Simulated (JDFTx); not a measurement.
Runs of JDFTx 1.7.0 (patched build) on HfIn4SiO6. The structure is trigonal, space group P312 (No. 149). The conventional cell has a = 5.277 Å, b = 5.277 Å, c = 10.559 Å, α = 90.00°, β = 90.00°, γ = 120.00°. Hf (site symmetry 32) has 6 O at 2.10 Å as nearest neighbours. Around In (site symmetry 3) lie 3 O at 2.62 Å. Around In (site symmetry 3) lie 3 O at 2.32 Å. Around Si (site symmetry 32) lie 6 O at 1.83 Å. O (site symmetry 1) is surrounded by 1 Si at 1.83 Å and 1 Hf at 2.10 Å. The cell was built by a generator and needn't be a form met in nature.

| task | level | U | k mesh | DOS broadening | SCF threshold on the energy | mesh quality | gap on the mesh (eV) | pressure (GPa) | largest force (eV/Å) |
| --- | --- | --- | --- | --- | --- | --- | --- | --- | --- |
| density of states | PBE+U | Hf d U = 3 eV | 2 × 2 × 1 | 0.004 Ha | 1e-08 Ha | coarse | 1.05 | (b) | 0.30 |
| density of states | PBE | - | 2 × 2 × 1 | 0.003 Ha | 1e-08 Ha | coarse | 1.05 | -0.1 | 0.30 |
| density of states | PBE+U | Hf d U = 8 eV | 2 × 2 × 1 | 0.004 Ha | 1e-08 Ha | coarse | 1.05 | 0.9 | (c) |
| density of states | PBE+U | Hf d U = 2 eV | 2 × 2 × 1 | 0.003 Ha | 1e-08 Ha | coarse | 1.05 | 0.0 | 0.30 |
| density of states | PBE+U | Hf d U = 6 eV | 2 × 2 × 1 | 0.004 Ha | 1e-08 Ha | coarse | 1.05 | 0.5 | 0.30 |
| density of states | PBE+U | Hf d U = 1 eV | 2 × 2 × 1 | 0.004 Ha | 1e-08 Ha | coarse | 1.05 | -0.1 | 0.30 |
| density of states | PBE+U | Hf d U = 4 eV | 2 × 2 × 1 | 0.003 Ha | 1e-08 Ha | coarse | 1.05 | 0.3 | 0.30 |
| single point | PBE | - | 6 × 6 × 3 | - | 1e-09 Ha | not flagged | none | (a) | 0.12 |

Alike in all rows: potentials or basis PseudoDojo-SR-PBE-0.5-standard with smoothed tails; no spin polarisation; cell as given; cutoff (eV) 1143; smearing fermi-dirac 0.05 eV.

Task: Estimate the missing entries.

Result: (a) -0.4; (b) 0.1; (c) 0.38.

Caveats: some runs use coarse meshes; spin-orbit coupling is left out, which moves the levels of the heavy elements (some runs); an odd mesh through Γ misses points on the zone boundary, where band edges often lie (some runs); the empty levels aren't tightly converged (some runs).

A k mesh can miss the band edges, and the runs leave out spin-orbit coupling on Hf, In.

A gap of «none» marks a metal or a gap under the smearing width.

Not every run made on this cell is shown here.
